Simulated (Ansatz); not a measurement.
# AlGeHO+ (quartet): wave-function methods side by side, cc-pVDZ

Aim: climb from Hartree-Fock through coupled cluster for AlGeHO+ (quartet) at one geometry and basis, and see what each rung misses.

The runs use Ansatz 0.2.0, Gaussian basis; cc-pVDZ, core rule «outside noble gas», up to 20 orbitals frozen.

Plan: UHF; CCSD(T) on ROHF; CCSD(T) on UHF; BCCD(T) on ROHF; CISD as a restricted active space (open shells left free, so some higher excitations enter); CCSDT(Q) on ROHF; CCSDT(Q) on UHF.

24 further runs of the same task are left out: 6 that didn't finish, 18 set aside as unsound or not needed. Runs told in other sessions of the task aren't counted.

### 1 What is computed

The geometry is a PBE0/def2-TZVP stationary point (not a proven minimum) of the parent state, kept for this charge and spin. No spin-orbit coupling is included. The filled d shell of Ge may be among the frozen orbitals whatever the setting's name suggests.

4 atoms, charge 1, spin multiplicity 4.

Atoms are counted from 1 here; the program's logs count them from 0.

Bond lengths: Al1–Ge2 2.419 Å, Al1–O3 1.651 Å, O3–H4 0.948 Å. Angles: Ge2–Al1–O3 180.0°, Al1–O3–H4 180.0°.

### 2 UHF

File in.yaml:

```yaml
crystal:
  periodic: [false, false, false]
  atoms:
    - {symbol: Al, position_ang: [0.000000, 0.000000, -0.457800]}
    - {symbol: Ge, position_ang: [0.000000, 0.000000, -2.877000]}
    - {symbol: O, position_ang: [0.000000, 0.000000, 1.193600]}
    - {symbol: H, position_ang: [0.000000, 0.000000, 2.141200]}
basis:
  gaussian: {orbitals: cc-pVDZ}
total_charge: 1
magnetization: {spin_polarized: true, initial_magnetization: 3}
hamiltonian: {xc: hf}
output: {orbitals: {seedname: orbitals}}
```

Run with:

```sh
$ ansatz run in.yaml --threads 1 --pin off --events-out ev --progress --plain --max-ram 2393MiB
```

Further steps of the session: CCSD(T) on ROHF; CCSD(T) on UHF; BCCD(T) on ROHF; CISD as a restricted active space (open shells left free, so some higher excitations enter); CCSDT(Q) on ROHF; CCSDT(Q) on UHF.

Before running them: what should the planned runs give, taken together? Wanted: UCCSDT(Q) from the RHF energy; RMP2 from UCCSDT(Q); UMP2 from UCCSDT(Q); RCCSD from UCCSDT(Q); RCCSD(T) from UCCSDT(Q); UCCSD(T) from UCCSDT(Q); RCCSDT(Q) from UCCSDT(Q); T1 diagnostic.

As calculated:

| quantity | value |
| --- | --- |
| UCCSDT(Q) from the ROHF energy | -8.1982 eV |
| RMP2 from UCCSDT(Q) | +80.4 kJ/mol |
| UMP2 from UCCSDT(Q) | +80.2 kJ/mol |
| RCCSD from UCCSDT(Q) | +27.6 kJ/mol |
| RCCSD(T) from UCCSDT(Q) | +6.9 kJ/mol |
| UCCSD(T) from UCCSDT(Q) | +5.4 kJ/mol |
| RCCSDT(Q) from UCCSDT(Q) | +1.8 kJ/mol |
| levels within 1 kcal/mol (43 meV) | RCCSDT, UCCSDT, RCCSDT(Q) |
| T1 diagnostic | 0.029 |

What this shows: RCCSD(T) misses by +6.9 kJ/mol, 0.9 % of the correlation energy. These misses are within one basis, not against nature; the frozen cores of restricted and unrestricted runs differ, which can shift their rows.

With open shells the CI space here admits some higher excitations, so it is larger than plain CISD.
